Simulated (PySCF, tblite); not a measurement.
# AsH₇O₃Si₃, a small molecule taken as a stand-in for a surface group (silica 3-ring): NMR shifts, core binding energies and electronic excitations

Wanted: the NMR shifts, core binding energies and electronic excitations for `[AsH2][SiH]1O[SiH2]O[SiH2]O1`.

Computed with tblite 0.8.0 and PySCF 2.14.0; each step states its level. No surroundings beyond the atoms listed, unless a continuum is named. Atoms count from 0, parts from 1.

### Step 1. The system as given

14 atoms, charge 0, multiplicity 1; geometry: distance geometry start.

### Step 2. Geometry optimisation with GFN2-xTB

Job settings and geometry (Å):

```
{"job": {"kind": "relax", "xc": "GFN2-xTB", "basis": "xTB"}, "charge": 0, "multiplicity": 1}
O      1.117943    -1.465051     2.283437
Si     2.577792    -0.743920     1.626779
O      2.221407     0.076196     0.090100
Si     0.991092    -0.465981    -1.062960
O      0.099564    -1.819413    -0.383187
Si    -0.245796    -2.085180     1.350033
As    -2.158644    -0.953292     1.910674
H      3.117921     0.184991     2.523129
H      3.551835    -1.783032     1.392618
H      0.079193     0.620655    -1.347432
H      1.615774    -0.847062    -2.281511
H     -0.408142    -3.466556     1.575901
H     -3.147350    -1.702662     2.735673
H     -2.761658    -0.090285     0.830494
```

With the program's defaults for keys left out, this is: GFN2-xTB geometry optimisation, gas phase.

Started as:

```bash
$ OMP_NUM_THREADS=1 python cluster_run.py task.json out
```

This one command runs all jobs of the session in turn.

What it wrote:

```text
step      E/eV     max force
  0    -641.09238    3.469
  1    -641.92397    3.052
  2    -642.88551    2.234
  3    -643.11280    1.485
  4    -643.52068    1.133
  5    -643.60035    1.043
  6    -643.87228    1.045
  7    -643.91737    0.767
  8    -643.95234    0.409
  9    -643.97937    0.419
 10    -644.01331    0.617
 11    -644.04460    0.505
 12    -644.06270    0.344
 13    -644.07385    0.286
 14    -644.08378    0.310
 15    -644.09197    0.238
 16    -644.09677    0.185
 17    -644.09987    0.165
 18    -644.10264    0.139
 19    -644.10577    0.156
 20    -644.10946    0.151
 21    -644.11342    0.165
 22    -644.11675    0.208
 23    -644.11910    0.157
 24    -644.12092    0.135
 25    -644.12274    0.144
 26    -644.12492    0.164
 27    -644.12715    0.181
 28    -644.12894    0.117
 29    -644.13026    0.113
 30    -644.13147    0.126
 31    -644.13298    0.132
 32    -644.13493    0.128
 33    -644.13724    0.108
 34    -644.13965    0.126
 35    -644.14172    0.124
 36    -644.14309    0.094
 37    -644.14399    0.085
 38    -644.14496    0.091
 39    -644.14651    0.108
 40    -644.14868    0.153
 41    -644.15070    0.127
 42    -644.15190    0.100
 43    -644.15298    0.102
 44    -644.15467    0.123
 45    -644.15720    0.196
 46    -644.16025    0.207
 47    -644.16320    0.118
 48    -644.16558    0.110
 49    -644.16699    0.113
 50    -644.16929    0.136
 51    -644.17137    0.086
 52    -644.17258    0.072
 53    -644.17322    0.074
 54    -644.17410    0.085
 55    -644.17494    0.121
 56    -644.17646    0.102
 57    -644.17743    0.057
 58    -644.17810    0.041
 59    -644.17827    0.038
 60    -644.17911    0.052
 61    -644.17977    0.063
 62    -644.18057    0.067
 63    -644.18114    0.081
 64    -644.18172    0.094
 65    -644.18251    0.105
 66    -644.18380    0.106
 67    -644.18570    0.099
 68    -644.18786    0.106
 69    -644.18955    0.096
 70    -644.19060    0.096
 71    -644.19135    0.092
 72    -644.19238    0.068
 73    -644.19396    0.080
 74    -644.19518    0.095
 75    -644.19633    0.080
 76    -644.19714    0.078
 77    -644.19809    0.080
 78    -644.19888    0.068
 79    -644.19950    0.071
 80    -644.20011    0.066
 81    -644.20064    0.048
 82    -644.20106    0.057
 83    -644.20138    0.050
 84    -644.20164    0.053
 85    -644.20187    0.035
 86    -644.20204    0.028
 87    -644.20215    0.031
 88    -644.20229    0.033
 89    -644.20246    0.033
 90    -644.20269    0.037
 91    -644.20292    0.040
 92    -644.20309    0.033
 93    -644.20321    0.039
 94    -644.20330    0.031
 95    -644.20339    0.022
 96    -644.20348    0.030
 97    -644.20360    0.032
 98    -644.20380    0.033
 99    -644.20410    0.043
100    -644.20442    0.048
101    -644.20464    0.038
102    -644.20479    0.033
103    -644.20496    0.045
104    -644.20521    0.049
105    -644.20551    0.040
106    -644.20576    0.036
107    -644.20597    0.041
108    -644.20615    0.040
109    -644.20634    0.037
110    -644.20648    0.023
111    -644.20658    0.020
112    -644.20668    0.024
113    -644.20680    0.022
114    -644.20690    0.020
115    -644.20698    0.016
116    -644.20702    0.015
117    -644.20704    0.010
118    -644.20706    0.008
119    -644.20708    0.007
```

Wall time 3.4 s (1 thread of Arm Neoverse V2, shared host).

The steps of the relaxation:

| step | energy from step 0 (eV) | largest force (eV/Å) |
| --- | --- | --- |
| 0 | 0.0000 | 3.4687 |
| 5 | -2.5080 | 1.0423 |
| 10 | -2.9209 | 0.6167 |
| 15 | -2.9996 | 0.2377 |
| 20 | -3.0171 | 0.1517 |
| 25 | -3.0304 | 0.1435 |
| 30 | -3.0391 | 0.1262 |
| 35 | -3.0493 | 0.1242 |
| 40 | -3.0563 | 0.1531 |
| 45 | -3.0648 | 0.1965 |
| 50 | -3.0769 | 0.1360 |
| 55 | -3.0826 | 0.1210 |
| 60 | -3.0867 | 0.0522 |
| 65 | -3.0901 | 0.1046 |
| 70 | -3.0982 | 0.0962 |
| 75 | -3.1039 | 0.0803 |
| 80 | -3.1077 | 0.0662 |
| 85 | -3.1095 | 0.0351 |
| 90 | -3.1103 | 0.0371 |
| 95 | -3.1110 | 0.0221 |
| 100 | -3.1120 | 0.0481 |
| 105 | -3.1131 | 0.0398 |
| 110 | -3.1141 | 0.0235 |
| 115 | -3.1146 | 0.0163 |
| 119 | -3.1147 | 0.0073 |

Close pairs (by a distance rule), those that changed most:

| bond | before (Å) | after (Å) | change (Å) |
| --- | --- | --- | --- |
| Si1–O2 | 1.778 | 1.623 | -0.155 |
| O4–Si5 | 1.787 | 1.632 | -0.155 |
| O2–Si3 | 1.771 | 1.623 | -0.148 |
| Si3–O4 | 1.757 | 1.622 | -0.136 |
| O0–Si1 | 1.756 | 1.622 | -0.134 |
| O0–Si5 | 1.765 | 1.632 | -0.133 |
| Si5–H11 | 1.409 | 1.466 | +0.057 |
| Si1–H7 | 1.399 | 1.454 | +0.055 |

### Step 3. Relaxing the molecule at PBE0-D3(BJ)/def2-SVP

Job settings and geometry (Å):

```
{"job": {"xc": "PBE0", "basis": "def2-SVP", "d3": "d3bj", "grid": 2, "kind": "geom", "shake": 0.01}, "charge": 0, "multiplicity": 1}
O      0.470557    -0.386508     1.231326
Si     1.909089     0.184072     0.796972
O      1.854329     0.640159    -0.766915
Si     0.720020     0.609699    -1.866894
O     -0.657982    -0.002314    -1.191864
Si    -0.869755    -0.636087     0.300684
As    -2.621561     0.442055     1.276458
H      2.153078     1.394400     1.583769
H      2.842514    -0.920289     0.908645
H      0.371401     1.984140    -2.192530
H      1.099896    -0.322901    -2.891290
H     -0.837451    -2.087862     0.078631
H     -2.804067    -0.613608     2.314607
H     -3.636544    -0.299562     0.432812
```

What it wrote:

```text
step   0  E = -3332.89081527  max force = 0.039491
step   1  E = -3332.90991489  max force = 0.010362
step   2  E = -3332.91059485  max force = 0.004584
step   3  E = -3332.91073142  max force = 0.001175
step   4  E = -3332.91076376  max force = 0.000981
step   5  E = -3332.91081096  max force = 0.001309
step   6  E = -3332.91084819  max force = 0.001661
step   7  E = -3332.91092220  max force = 0.001583
step   8  E = -3332.91100552  max force = 0.001312
step   9  E = -3332.91107220  max force = 0.000872
step  10  E = -3332.91109712  max force = 0.000677
step  11  E = -3332.91110126  max force = 0.000503
step  12  E = -3332.91110345  max force = 0.000264
optimisation converged
```

Run time: 3.7 min. Hardware: 1 thread of Arm Neoverse V2, shared host; peak memory 0.84 GiB.

Along the way:

| step | energy from step 0 (eV) | largest force component (eV/Å) |
| --- | --- | --- |
| 0 | 0.0000 | 2.0307 |
| 1 | -0.5197 | 0.5328 |
| 2 | -0.5382 | 0.2357 |
| 3 | -0.5419 | 0.0604 |
| 4 | -0.5428 | 0.0504 |
| 5 | -0.5441 | 0.0673 |
| 6 | -0.5451 | 0.0854 |
| 7 | -0.5471 | 0.0814 |
| 8 | -0.5494 | 0.0675 |
| 9 | -0.5512 | 0.0448 |
| 10 | -0.5519 | 0.0348 |
| 11 | -0.5520 | 0.0259 |
| 12 | -0.5521 | 0.0136 |

Close pairs (by a distance rule), those that changed most:

| bond | before (Å) | after (Å) | change (Å) |
| --- | --- | --- | --- |
| O2–Si3 | 1.580 | 1.662 | +0.082 |
| Si5–As6 | 2.277 | 2.354 | +0.078 |
| O0–Si1 | 1.607 | 1.664 | +0.057 |
| Si3–H10 | 1.436 | 1.485 | +0.049 |
| Si1–H8 | 1.450 | 1.486 | +0.035 |
| As6–H12 | 1.492 | 1.525 | +0.034 |
| Si1–O2 | 1.630 | 1.663 | +0.033 |
| Si3–H9 | 1.455 | 1.486 | +0.031 |

The next job starts from the end point, and lists it.

| at the end point | value |
| --- | --- |
| point group (found at 0.08 Å tolerance) | Cs |
| rotational constants (GHz, main isotopes) | 1.787, 0.611, 0.524 |
| dipole moment (D) | 0.40 |

### Step 4. NMR shieldings: PBE0/pcSseg-1

Job settings and geometry (Å):

```
{"job": {"kind": "nmr", "xc": "PBE0", "basis": "pcSseg-1"}, "charge": 0, "multiplicity": 1}
O      0.522329    -0.628237     1.161276
Si     1.925630     0.210466     0.848659
O      1.819977     0.790487    -0.705864
Si     0.679263     0.618267    -1.902633
O     -0.570990    -0.279816    -1.269183
Si    -0.871717    -0.834314     0.272544
As    -2.546996     0.522248     1.219134
H      2.048085     1.350617     1.792920
H      3.082172    -0.715019     0.961127
H      0.181305     1.959005    -2.304102
H      1.267475    -0.110679    -3.055554
H     -1.190845    -2.284290     0.206885
H     -2.721967    -0.440588     2.389336
H     -3.630168    -0.172504     0.399834
```

Method: GIAO PBE0/pcSseg-1 NMR shielding, non-relativistic, gas phase.

What it wrote:

```text
coarse grid: 59416 points
cycle   1  E = -3333.0746708932  dE =  9.948e-03  |g| = 1.373e+00  |ddm| = 3.724e+00
cycle   2  E = -3332.6812439380  dE =  3.934e-01  |g| = 1.933e+00  |ddm| = 2.253e+00
cycle   3  E = -3333.3314024741  dE = -6.502e-01  |g| = 2.001e-01  |ddm| = 1.653e+00
cycle   4  E = -3333.3380509761  dE = -6.649e-03  |g| = 4.392e-02  |ddm| = 1.909e-01
cycle   5  E = -3333.3382283645  dE = -1.774e-04  |g| = 1.529e-02  |ddm| = 3.959e-02
cycle   6  E = -3333.3382698879  dE = -4.152e-05  |g| = 4.653e-03  |ddm| = 1.408e-02
cycle   7  E = -3333.3382731927  dE = -3.305e-06  |g| = 1.223e-03  |ddm| = 4.044e-03
final grid: 120080 points
cycle   8  E = -3333.3382440463  dE =  8.524e-09  |g| = 1.464e-03  |ddm| = 2.924e-03
cycle   9  E = -3333.3382437908  dE =  2.555e-07  |g| = 1.967e-03  |ddm| = 2.940e-03
cycle  10  E = -3333.3382444330  dE = -6.422e-07  |g| = 2.853e-04  |ddm| = 1.503e-03
cycle  11  E = -3333.3382444492  dE = -1.628e-08  |g| = 2.268e-05  |ddm| = 2.507e-04
cycle  12  E = -3333.3382444493  dE = -9.732e-11  |g| = 3.304e-06  |ddm| = 2.375e-05
converged SCF energy = -3333.3382444493

GIAO shielding tensors (ppm)
atom      isotropic    diamagn.    paramagn.     s11        s22        s33       span
  0 O      232.058     402.994    -170.936    172.855    216.499    306.820    133.965
  1 Si     384.759     879.561    -494.802    355.977    392.417    405.884     49.907
  2 O      250.815     402.153    -151.338    186.256    225.152    341.037    154.781
  3 Si     384.774     879.567    -494.793    355.982    392.476    405.864     49.883
  4 O      231.955     402.983    -171.027    173.030    216.132    306.704    133.674
  5 Si     352.734     879.563    -526.829    311.900    342.232    404.069     92.169
  6 As    1900.033    2880.683    -980.650   1808.608   1927.375   1964.116    155.508
  7 H       26.041      28.955      -2.914     22.881     23.887     31.354      8.473
  8 H       26.036      28.114      -2.077     22.820     23.344     31.945      9.126
  9 H       26.035      28.977      -2.942     22.875     23.902     31.329      8.453
 10 H       26.042      28.106      -2.064     22.821     23.345     31.961      9.140
 11 H       25.051      28.553      -3.502     20.722     23.180     31.253     10.531
 12 H       29.268      28.976       0.292     22.245     24.305     41.255     19.010
 13 H       29.270      28.963       0.307     22.255     24.281     41.273     19.019
```

Run time: 28 s. Hardware: 1 thread of Arm Neoverse V2, shared host; peak memory 1.1 GiB.

The references, computed at this level on geometries of the same kind, shield at (ppm): 1H TMS 31.27, 29Si TMS 352.0, 17O H2O 334.6, 75As AsH3 1910. Their shielding less the atom's gives the shift. The references are single molecules in the gas phase, so shifts against H2O, NH3, PH3, H3PO4 or CFCl3 are not on the usual liquid scales and can be off by tens of ppm. Shifts against hydride references such as AlH4− lie on their own scale. Atoms listed in one row are averaged.

| atoms | environment | σ (ppm) | δ (ppm) |
| --- | --- | --- | --- |
| H11 | hydrogen on a silicon bonded to As, 2 O | 25.05 | 6.22 |
| H7, H9 | hydrogen on a silicon bonded to 2 O | 26.04 | 5.23 |
| H8, H10 | hydrogen on a silicon bonded to 2 O | 26.04 | 5.23 |
| H12, H13 | hydrogen on an arsenic bonded to Si | 29.27 | 2.00 |
| O0, O4 | oxygen bonded to 2 Si | 232.0 | 102.6 |
| O2 | oxygen bonded to 2 Si | 250.8 | 83.7 |
| Si5 | silicon bonded to As, 2 O, H | 352.7 | -0.7 |
| Si1, Si3 | silicon bonded to 2 O, 2 H | 384.8 | -32.8 |
| As6 | arsenic bonded to Si, 2 H | 1900 | 10 |

Charges from the same density, by scheme (e):

| atoms | Mulliken | IAO | Hirshfeld | ESP fit |
| --- | --- | --- | --- | --- |
| O0, O4 | -0.77 | -0.88 | -0.32 | -0.52 |
| Si1, Si3 | 1.03 | 1.19 | 0.47 | 0.84 |
| O2 | -0.77 | -0.88 | -0.32 | -0.57 |
| Si5 | 1.13 | 1.12 | 0.41 | 0.70 |
| As6 | -0.40 | -0.08 | 0.03 | -0.20 |

Mayer bond orders: O0–Si1 0.91, Si1–O2 0.91, O2–Si3 0.91, Si3–O4 0.91, O4–Si5 0.90, Si5–As6 0.90, Si5–O0 0.90.

Ring of atoms O0, Si1, O2, Si3, O4, Si5: NICS(0) -1.9, NICS(1) 0.1, NICS(1)zz 3.7 ppm (means of both faces).

[end of part 1 of 2]
